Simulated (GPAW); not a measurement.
The system is GaF.

```xyz
2
Lattice="0.0000 2.8462 2.8462 2.8462 0.0000 2.8462 2.8462 2.8462 0.0000" Properties=species:S:1:pos:R:3 pbc="T T T"
Ga    1.4231    1.4231    1.4231
F     0.0000    0.0000    0.0000
```

The cell was built by a generator and needn't be a form met in nature.

| Property | Result |
| --- | --- |
| Program | GPAW 26.7.0 |
| Task | relaxation of cell and atoms |
| Functional | revPBE |
| Dispersion | D3(op) |
| Potentials or basis | the program's PAW data sets (release 1.2.1) made for this functional |
| Cutoff | 800 eV |
| Basis | pw |
| k mesh | 8 × 8 × 8 |
| Occupations | fermi-dirac, width 0.05 eV |
| Spin | no spin polarisation |

At the start: pressure 5.7 GPa; volume 23.06 Å³/atom.

Task: How do energy, volume and symmetry change on relaxing?

Result: Over 6 steps the energy falls by 32.5 meV/atom and the volume is 24.43 Å³/atom (+5.9 %); space group F-43m (No. 216, to 0.05 Å).

The path:
```csv
step,energy change (eV),largest force (eV/Å),pressure (GPa),volume (Å³)
1,0.0000,0.0000,5.71,46.12
2,-0.0306,0.0000,4.65,46.93
3,-0.0501,0.0000,-2.71,51.10
4,-0.0648,0.0000,-1.11,49.44
5,-0.0619,0.0000,0.94,48.38
6,-0.0649,0.0000,-0.10,48.86
```

Final structure:
```yaml
crystal:
  lattice:
    - [0.00000, 2.90155, 2.90155]
    - [2.90155, 0.00000, 2.90155]
    - [2.90155, 2.90155, 0.00000]
  atoms:
    - { symbol: Ga, position: [0.25000, 0.25000, 0.25000] }
    - { symbol: F, position: [0.00000, 0.00000, 0.00000] }
```

Caveat: the data sets keep Ga 3d, Li 1s and Be 1s frozen, and some such compounds lay over 1.5 % in volume off other programs; later steps reuse the first step's grids.
